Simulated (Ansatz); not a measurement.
# VCoC6N6: the cost of one run

Computed with Ansatz 0.2.0 (DFT PBE, scalar-relativistic, plane waves, PAW, unless a step's input says otherwise).

### Step 1. The system as given

It takes space group Fm-3m (No. 225, cubic). The conventional cell has a = 10.189 Å, b = 10.189 Å, c = 10.189 Å, α = 90.00°, β = 90.00°, γ = 90.00°. V (site symmetry m-3m) is surrounded by 6 C at 1.92 Å. Co (site symmetry m-3m) has 6 N at 2.01 Å in its first shell of neighbours. Around C (site symmetry 4mm) lie 1 N at 1.17 Å and 1 V at 1.92 Å. N (site symmetry 4mm) has 1 C at 1.17 Å and 1 Co at 2.01 Å in its first shell of neighbours.

As a file:

```cif
data_structure
_symmetry_space_group_name_H-M 'P 1'
_symmetry_Int_Tables_number 1
_cell_length_a 7.2047
_cell_length_b 7.2047
_cell_length_c 7.2047
_cell_angle_alpha 60.000
_cell_angle_beta 60.000
_cell_angle_gamma 60.000
_cell_volume 264.44
loop_
_atom_site_label
_atom_site_type_symbol
_atom_site_fract_x
_atom_site_fract_y
_atom_site_fract_z
_atom_site_occupancy
V1 V 0.00000 0.00000 0.00000 1
Co1 Co 0.50000 0.50000 0.50000 1
C1 C 0.81186 0.18814 0.18814 1
C2 C 0.18814 0.81186 0.18814 1
C3 C 0.18814 0.18814 0.81186 1
C4 C 0.18814 0.81186 0.81186 1
C5 C 0.81186 0.18814 0.81186 1
C6 C 0.81186 0.81186 0.18814 1
N1 N 0.69703 0.30297 0.30297 1
N2 N 0.30297 0.69703 0.30297 1
N3 N 0.30297 0.30297 0.69703 1
N4 N 0.30297 0.69703 0.69703 1
N5 N 0.69703 0.30297 0.69703 1
N6 N 0.69703 0.69703 0.30297 1
```

The cell is invented: cyanide-bridged rock-salt net of two metals, 0 guest cations a cell (Fm-3m, No. 225). The dimensions are guesses.

### Step 2. A first look at the guess

input.yaml reads:

```yaml
crystal:
  lattice:
    - [0.0, 5.0945, 5.0945]
    - [5.0945, 0.0, 5.0945]
    - [5.0945, 5.0945, 0.0]
  atoms:
    - { symbol: V, position: [0.0, 0.0, 0.0], spin: 2.0 }
    - { symbol: Co, position: [0.5, 0.5, 0.5], spin: 3.0 }
    - { symbol: C, position: [0.81185592, 0.18814408, 0.18814408] }
    - { symbol: C, position: [0.18814408, 0.81185592, 0.18814408] }
    - { symbol: C, position: [0.18814408, 0.18814408, 0.81185592] }
    - { symbol: C, position: [0.18814408, 0.81185592, 0.81185592] }
    - { symbol: C, position: [0.81185592, 0.18814408, 0.81185592] }
    - { symbol: C, position: [0.81185592, 0.81185592, 0.18814408] }
    - { symbol: "N", position: [0.6970262, 0.3029738, 0.3029738] }
    - { symbol: "N", position: [0.3029738, 0.6970262, 0.3029738] }
    - { symbol: "N", position: [0.3029738, 0.3029738, 0.6970262] }
    - { symbol: "N", position: [0.3029738, 0.6970262, 0.6970262] }
    - { symbol: "N", position: [0.6970262, 0.3029738, 0.6970262] }
    - { symbol: "N", position: [0.6970262, 0.6970262, 0.3029738] }
basis:
  ecutwfc: 420
kpoints:
  mp_grid: { grid: [4, 4, 4] }
hamiltonian:
  xc: pbe
scf:
  occupations: { method: gaussian, width: 0.1 }
  lower_state_search: "off"
output:
  forces: true
  stress: true
  eigenvalues: true
  populations: true
magnetization:
  spin_polarized: true
```

Run with:

```
ansatz run input.yaml --threads 1 --pin off --max-ram 2560MiB --backend cpu --events-out ev --progress --plain --runs-dir out
```

What time and memory should one allow on 1 thread of Intel Xeon at 2.50GHz (Skylake/Cascade Lake), shared host?

About 1.8 min, with a peak of 0.73 GiB.
